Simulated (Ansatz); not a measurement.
# CH10ClNSi3: the cost of one run

Program: Ansatz 0.2.0. Level of theory: RKS revPBE-D4/6-31G. These are calculated values, not measurements.

### Step 1. The structure to begin with

Bond lengths (14 of 15 bonds, heavy atoms first): C1–Si2 1.811 Å, Si2–Si3 2.275 Å, Si3–Cl4 2.065 Å, Si3–Si5 2.304 Å, Si5–N6 1.731 Å, C1–H7 1.133 Å, C1–H8 1.100 Å, C1–H9 1.019 Å, Si2–H10 1.502 Å, Si2–H11 1.501 Å, Si3–H12 1.548 Å, Si5–H13 1.434 Å, Si5–H14 1.478 Å, N6–H15 1.012 Å. Angles (14 of 27 angles, heavy atoms first): C1–Si2–Si3 108.4°, Si2–Si3–Cl4 113.0°, Si2–Si3–Si5 107.5°, Cl4–Si3–Si5 109.7°, Si3–Si5–N6 115.5°, C1–Si2–H10 112.0°, C1–Si2–H11 109.2°, Si3–Si2–H10 110.2°, Si3–Si2–H11 111.0°, Si2–C1–H7 110.9°, Si2–C1–H8 110.3°, Si2–C1–H9 114.7°, Si2–Si3–H12 111.7°, Cl4–Si3–H12 104.2°.

Coordinates:

```xyz
16

C    -2.1046   -1.1553   -0.3773
Si   -1.0712   -0.9416    1.0946
Si    1.1092   -0.9216    0.4444
Cl    1.6246   -2.5625   -0.6990
Si    1.4545    1.0084   -0.7666
N     1.4014    2.4792    0.1443
H    -1.9934   -0.2738   -1.0808
H    -3.1697   -1.1133   -0.1054
H    -1.9405   -2.0195   -0.8917
H    -1.4031    0.3221    1.8355
H    -1.3374   -2.0663    2.0516
H     2.0678   -0.9871    1.6578
H     2.7229    1.0514   -1.4346
H     0.3810    1.1866   -1.7662
H     0.4371    2.7192    0.3370
H     1.7983    3.2514   -0.3993
```

### Step 2. Relaxing end A

input.yaml

```yaml
crystal:
  periodic: [false, false, false]
  atoms:
    - { symbol: C, position_ang: [-2.1046, -1.1553, -0.3773] }
    - { symbol: Si, position_ang: [-1.0712, -0.9416, 1.0946] }
    - { symbol: Si, position_ang: [1.1092, -0.9216, 0.4444] }
    - { symbol: Cl, position_ang: [1.6246, -2.5625, -0.699] }
    - { symbol: Si, position_ang: [1.4545, 1.0084, -0.7666] }
    - { symbol: "N", position_ang: [1.4014, 2.4792, 0.1443] }
    - { symbol: H, position_ang: [-1.9934, -0.2738, -1.0808] }
    - { symbol: H, position_ang: [-3.1697, -1.1133, -0.1054] }
    - { symbol: H, position_ang: [-1.9405, -2.0195, -0.8917] }
    - { symbol: H, position_ang: [-1.4031, 0.3221, 1.8355] }
    - { symbol: H, position_ang: [-1.3374, -2.0663, 2.0516] }
    - { symbol: H, position_ang: [2.0678, -0.9871, 1.6578] }
    - { symbol: H, position_ang: [2.7229, 1.0514, -1.4346] }
    - { symbol: H, position_ang: [0.381, 1.1866, -1.7662] }
    - { symbol: H, position_ang: [0.4371, 2.7192, 0.337] }
    - { symbol: H, position_ang: [1.7983, 3.2514, -0.3993] }
basis:
  gaussian: { orbitals: "6-31G" }
hamiltonian:
  xc: revpbe
  dispersion: d4
relax:
  f_tol: 0.015
  max_steps: 40
```

The run is started by

```bash
ansatz run input.yaml --threads 1 --pin off --max-ram 2048MiB --backend cpu --events-out ev --progress --plain --runs-dir out
```

**Question.** How long does this run take on 1 thread of Intel Xeon 6975P-C (Granite Rapids), shared host, and how much memory does it need?

About 69 s, with a peak of 0.18 GiB.
